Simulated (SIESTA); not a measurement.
Runs of SIESTA 5.4.2 on NbTe. Symmetry: P-6m2, No. 187, hexagonal system. Conventional cell: a = 3.703 Å, b = 3.703 Å, c = 3.694 Å, α = 90.00°, β = 90.00°, γ = 120.00°. Around Te (site symmetry -6m2) lie 6 Nb at 2.83 Å. Nb (site symmetry -6m2) is surrounded by 6 Te at 2.83 Å. The cell comes from a database or a generator and needn't be the stable form of this composition.

```tsv
task	level	potentials or basis	cell	k mesh	optimiser	force tolerance	stress tolerance (GPa)	energy shift	gap on the mesh (eV)	pressure (GPa)	V0 of scaled cells (Å³/atom)	B0 (GPa)
equation of state	PBE	PseudoDojo 0.4 standard (PBE files), DZP (energy shift 0.002 Ry; radii capped at 9.5 bohr)	as given	8 × 8 × 7	-	-	-	0.002 Ry	-	-	22.44	117
relaxation of cell and atoms	PBEsol	PseudoDojo 0.4 standard (PBEsol files), DZP (energy shift 0.003 Ry; two zetas on semicore shells)	relaxed	6 × 6 × 5	Broyden	0.01 eV/Å	0.05	0.003 Ry	none	0.0	-	-
equation of state	LDA	PseudoDojo 0.4 standard (LDA files), DZP (energy shift 0.003 Ry; two zetas on semicore shells)	as given	8 × 8 × 7	-	-	-	0.003 Ry	-	-	21.14	(b)
single point	PBE	PseudoDojo 0.4 standard (PBE files), DZP (energy shift 0.002 Ry; radii capped at 9.5 bohr)	as given	8 × 8 × 7	-	-	-	0.002 Ry	none	2.7	-	-
band structure	PBEsol	PseudoDojo 0.4 standard (PBEsol files), DZP (energy shift 0.003 Ry; two zetas on semicore shells)	as given	8 × 8 × 7	-	-	-	0.003 Ry	none	-2.5	-	-
equation of state	PBEsol	PseudoDojo 0.4 standard (PBEsol files), DZP (energy shift 0.003 Ry; two zetas on semicore shells)	as given	8 × 8 × 7	-	-	-	0.003 Ry	-	-	21.52	135
equation of state	PBE	PseudoDojo 0.4 standard (PBE files), DZP (energy shift 0.003 Ry; two zetas on semicore shells)	as given	8 × 8 × 7	-	-	-	0.003 Ry	-	-	(c)	(a)
band structure	PBE	PseudoDojo 0.4 standard (PBE files), DZP (energy shift 0.003 Ry; two zetas on semicore shells)	as given	8 × 8 × 7	-	-	-	0.003 Ry	none	2.1	-	-
```

Alike in all rows: no spin polarisation; smearing fermi-dirac 0.05 eV; grid cutoff 800 Ry.

**Question.** Estimate the missing entries.

**Answer.** (a) 121; (b) 141; (c) 22.31.

Caveats: the basis of atomic orbitals isn't converged, which shifts pressures, moduli and gaps; the cell was scaled at fixed shape and fractional positions, which overstates the stiffness of a crystal with free parameters, most of all of layers and chains (some runs); semicore shells carry a single zeta, which can move pressures by several GPa and volumes by a few percent (some runs).

A k mesh can miss the band edges, and the runs leave out spin-orbit coupling on Nb, Te.

A gap of «none» marks a metal or a gap under the smearing width.

Not every run made on this cell is shown here.
